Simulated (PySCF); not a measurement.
**Hf2S: triplet, from a bent start**

Where does triplet Hf2S go from a bent start, is the end point a minimum, and what are its modes, charges and moments?

The runs use PySCF 2.14.0; PBE, basis S def2-SVP, Hf def2-SVP with ECP60, scalar-relativistic core potentials, no spin–orbit coupling, density fitting.

## (1) Where the work starts

3 atoms, charge 0, spin multiplicity 3.

Bond lengths: S1–Hf2 2.550 Å, S1–Hf3 2.550 Å. Angles: Hf2–S1–Hf3 110.0°.

```xyz
3
charge 0 multiplicity 3
S     0.0000    0.0000    0.0000
Hf    2.0888    0.0000    1.4626
Hf   -2.0888    0.0000    1.4626
```

## (2) The SCF at the typed geometry

The steps below are one call of a driver around PySCF. For each, scf.py gives the equivalent set-up of the SCF; relaxations use the driver's own optimiser. After this first run the driver tries any further starts and a stability analysis.

Input file scf.py:

```python
from pyscf import gto, scf, dft
mol = gto.M(atom='''
S      0.000000     0.000000     0.000000
Hf     2.088800     0.000000     1.462600
Hf    -2.088800     0.000000     1.462600''',
    basis={'S': 'def2-SVP', 'Hf': 'def2-SVP'},
    ecp={'Hf': 'def2-SVP'},
    charge=0, spin=2)
mf = dft.UKS(mol, xc='PBE')
mf.grids.atom_grid = (50, 194)
aux = {'S': 'def2-universal-JKFIT', 'Hf': 'def2-universal-JKFIT'}
mf = mf.density_fit(auxbasis=aux)
mf.conv_tol = 1e-08
mf.diis_space = 10
mf.max_cycle = 60
mf.init_guess = 'minao'
mf.verbose = 4
mf.kernel()
```

Run with:

```bash
$ OMP_NUM_THREADS=2 python axn.py task.json out
```

Output:

```text
init E= -469.024144744999
[... the frontier-level lines of each cycle are left out ...]
cycle= 1 E= -493.122893125254  delta_E= -24.1  |g|= 0.752  |ddm|= 7.61
cycle= 2 E= -492.381897993972  delta_E= 0.741  |g|= 1.19  |ddm|= 3.91
cycle= 3 E= -493.766204149006  delta_E= -1.38  |g|= 0.201  |ddm|= 3.31
cycle= 4 E= -493.742129445505  delta_E= 0.0241  |g|= 0.273  |ddm|= 0.76
cycle= 5 E= -493.796055639523  delta_E= -0.0539  |g|= 0.0749  |ddm|= 0.415
cycle= 6 E= -493.799819380964  delta_E= -0.00376  |g|= 0.031  |ddm|= 0.159
cycle= 7 E= -493.80090944844  delta_E= -0.00109  |g|= 0.0115  |ddm|= 0.123
cycle= 8 E= -493.801238811437  delta_E= -0.000329  |g|= 0.00551  |ddm|= 0.0791
cycle= 9 E= -493.801428133812  delta_E= -0.000189  |g|= 0.00379  |ddm|= 0.0538
cycle= 10 E= -493.801808822916  delta_E= -0.000381  |g|= 0.003  |ddm|= 0.122
cycle= 11 E= -493.802111356113  delta_E= -0.000303  |g|= 0.00269  |ddm|= 0.113
cycle= 12 E= -493.802437440074  delta_E= -0.000326  |g|= 0.00208  |ddm|= 0.172
cycle= 13 E= -493.802512481226  delta_E= -7.5e-05  |g|= 0.00202  |ddm|= 0.0907
cycle= 14 E= -493.802501169327  delta_E= 1.13e-05  |g|= 0.00401  |ddm|= 0.015
cycle= 15 E= -493.802517137741  delta_E= -1.6e-05  |g|= 0.00132  |ddm|= 0.0222
cycle= 16 E= -493.802526069189  delta_E= -8.93e-06  |g|= 0.000676  |ddm|= 0.0434
cycle= 17 E= -493.802526812334  delta_E= -7.43e-07  |g|= 0.000347  |ddm|= 0.0188
cycle= 18 E= -493.802527633129  delta_E= -8.21e-07  |g|= 0.00016  |ddm|= 0.00631
cycle= 19 E= -493.802527886399  delta_E= -2.53e-07  |g|= 5.13e-05  |ddm|= 0.00763
cycle= 20 E= -493.802527895749  delta_E= -9.35e-09  |g|= 2.2e-05  |ddm|= 0.000501
Extra cycle  E= -493.802527896215  delta_E= -4.66e-10  |g|= 4.76e-05  |ddm|= 0.000271
converged SCF energy = -493.802527896215  <S^2> = 2.4353409  2S+1 = 3.277402
```

This step, with its further starts and checks, ran for 44 s (2 threads of Intel Xeon Platinum 8488C (Sapphire Rapids), shared host).

Energies from each starting density:

```
                      start  energy (Eh)
    the minimal-basis guess  -493.802528
a thermally smeared density  -493.803272
      a smeared PBE density  -493.803272
```

This is not the lowest solution: one lies 2.0 kJ/mol lower, at -493.80327 Eh, and the relaxation starts from that.

## (3) Relaxation: bent start, triplet

The program finds C2v symmetry in the start, which this walk keeps.

Changes to scf.py since step 2:

```diff
@@ -3,3 +3,3 @@
-S      0.000000     0.000000     0.000000
-Hf     2.088800     0.000000     1.462600
-Hf    -2.088800     0.000000     1.462600''',
+S      0.000000     0.000000    -1.343267
+Hf     2.088800     0.000000     0.119333
+Hf    -2.088800     0.000000     0.119333''',
@@ -16 +15,0 @@
-mf.init_guess = 'minao'
```

Steps of the walk:

```csv
step,energy (Eh),change (kJ/mol),largest symmetric gradient (Eh/bohr)
0,-493.803272,0.00,0.03138
1,-493.811125,-20.62,0.02407
2,-493.821099,-46.81,0.03208
3,-493.831291,-73.57,0.03885
4,-493.850747,-124.65,0.04049
5,-493.868725,-171.85,0.03245
6,-493.870667,-176.95,0.00776
7,-493.870999,-177.82,0.00779
8,-493.871368,-178.79,0.00082
9,-493.871372,-178.80,0.00007
```

The walk took 55 s.

End point (C2v, 9 steps, 178.8 kJ/mol gained): Hf–Hf 2.658 Å, S–Hf 2.414 Å (×2); Hf–Hf–S 56.6° (×2), Hf–S–Hf 66.8°. A gradient of 0.0044 Eh/bohr that breaks the symmetry is left: this electronic state wants a lower symmetry.

## (4) Releasing the symmetry

The geometry is nudged along the force that breaks the symmetry.

The program finds Cs symmetry in the start, which may break. Threshold on the gradient: 0.0003 Eh/bohr, with a further test on the energy change.

Changes to scf.py since step 3:

```diff
@@ -3,3 +3,3 @@
-S      0.000000     0.000000    -1.343267
-Hf     2.088800     0.000000     0.119333
-Hf    -2.088800     0.000000     0.119333''',
+S      0.024184     0.000000    -1.850711
+Hf     1.327226     0.000000     0.151124
+Hf    -1.331523    -0.000000     0.177701''',
```

Energy and gradient, step by step:

```csv
step,energy (Eh),change (kJ/mol),largest gradient (Eh/bohr)
0,-493.871594,0.00,0.00066
1,-493.871597,-0.01,0.00047
2,-493.871600,-0.02,0.00008
```

The walk took 8.9 s.

End point (Cs, 2 steps, 0.0 kJ/mol gained): Hf–Hf 2.660 Å, S–Hf 2.385 Å, S–Hf 2.446 Å; Hf–Hf–S 55.5°, Hf–Hf–S 57.7°, Hf–S–Hf 66.8°.

## (5) Vibrations and properties at this point

On the finer grid the gradient is checked again; gradients at displacements of ±0.02 bohr then give force constants and infrared intensities.

Changes to scf.py since step 4:

```diff
@@ -3,3 +3,3 @@
-S      0.024184     0.000000    -1.850711
-Hf     1.327226     0.000000     0.151124
-Hf    -1.331523    -0.000000     0.177701''',
+S      0.028455     0.000000    -1.851165
+Hf     1.327995     0.000000     0.148662
+Hf    -1.332998    -0.000000     0.179933''',
@@ -10 +10 @@
-mf.grids.atom_grid = (50, 194)
+mf.grids.atom_grid = (75, 302)
@@ -13 +13 @@
-mf.conv_tol = 1e-08
+mf.conv_tol = 1e-10
```

The driver hands on the density of the step before, so the log starts near convergence.

SCF at the final geometry:

```text
init E= -493.871879466851
[... the frontier-level lines of each cycle are left out ...]
cycle= 1 E= -493.871879452949  delta_E= 1.39e-08  |g|= 0.000136  |ddm|= 0.000273
cycle= 2 E= -493.871878634125  delta_E= 8.19e-07  |g|= 0.00105  |ddm|= 0.00203
cycle= 3 E= -493.871879467042  delta_E= -8.33e-07  |g|= 9.08e-06  |ddm|= 0.00179
cycle= 4 E= -493.871879467107  delta_E= -6.48e-11  |g|= 1.44e-06  |ddm|= 3.44e-05
Extra cycle  E= -493.871879467088  delta_E= 1.84e-11  |g|= 4.31e-06  |ddm|= 1.74e-05
converged SCF energy = -493.871879467088  <S^2> = 2.8429451  2S+1 = 3.5173542
```

The whole step took 68 s.

Geometry: Cs; Hf–Hf 2.661 Å, S–Hf 2.385 Å, S–Hf 2.445 Å; Hf–Hf–S 55.5°, Hf–Hf–S 57.7°, Hf–S–Hf 66.9°.

Modes, for the most abundant isotopes:

```csv
symmetry,ω (cm⁻¹),IR (km/mol)
a',145,2.1
a',214,0.2
a',405,18.9
```

No imaginary mode, so this is a minimum.

Properties at this point:

```yaml
Dipole_moment: 2.54 D
Highest_occupied_level: -3.60 eV
Lowest_empty_level: -3.00 eV
Rotational_constants: 0.1414, 0.02645, 0.02228 cm⁻¹
Zero-point_energy: 4.6 kJ/mol
Principal_polarisabilities: 148.7, 159.3, 254.9 bohr³
Atomisation_energy_without_zero-point_energy: 885 kJ/mol
Principal_traceless_quadrupole_moments_about_the_centre_of_mass: -7.40, -4.15, 11.56 D Å
Entropy_at_298.15_K_and_1_bar_electronic_part_spin_only: 339.1 J/(mol K)
Heat_capacity_Cp_at_298.15_K: 55.0 J/(mol K)
Enthalpy_at_298.15_K_above_0_K: 13.84 kJ/mol
Rotational_symmetry_number: 1
Spin_squared_⟨S²⟩: 2.843
```

Populations by atom (charges in e):

```
atom  Mulliken  Löwdin  polar tensor  spin (Mulliken)  Mayer order to S1
  S1     -0.30    0.32         -0.37            -0.02                  –
 Hf2      0.18   -0.19          0.25             1.54               1.31
 Hf3      0.12   -0.13          0.12             0.48               1.15
```

Outer orbital energies (eV). α occupied: -16.16, -7.55, -7.22, -6.69, -5.51, -4.02, -3.94, -3.68; empty: -2.98, -2.41, -2.23, -1.94. β occupied: -32.65, -32.19, -16.14, -7.37, -7.07, -6.58, -4.93, -3.60; empty: -3.00, -2.96, -2.63, -2.25.

Mulliken populations on S1: s 5.90, p 10.36, d 0.03.

## (6) Results

| quantity | value |
| --- | --- |
| minimum | broken-symmetry (Ms = 1), Cs |
| geometry | Hf–Hf 2.661 Å, S–Hf 2.385 Å, S–Hf 2.445 Å; Hf–Hf–S 55.5°, Hf–Hf–S 57.7°, Hf–S–Hf 66.9° |
| wavenumbers (cm⁻¹) | 145 (a'), 214 (a'), 405 (a') |
| dipole moment | 2.54 D |
| highest occupied, lowest empty level (either spin) | -3.60, -3.00 eV |
| polar-tensor charge of S1 | -0.37 e |
| zero-point energy | 4.6 kJ/mol |
| entropy at 298.15 K | 339.1 J/(mol K) |
| atomisation energy (no zero-point energy) | 885 kJ/mol |
| ⟨S²⟩ | 2.843 |

What this shows: From C2v at the start the molecule goes to a Cs minimum. The determinant is spin-contaminated (⟨S²⟩ = 2.84 against 2.00), so it is no pure spin state. In the infrared the band at 405 cm⁻¹ (a') leads. The first SCF alone would have been 2 kJ/mol too high. Other starts or spin states, not run here, may lie lower. One determinant may miss the lowest occupation of an open d or f shell. With an element this heavy the missing spin–orbit coupling can shift these numbers.

The search up to here ran for 2.9 min (2 threads of Intel Xeon Platinum 8488C (Sapphire Rapids), shared host).
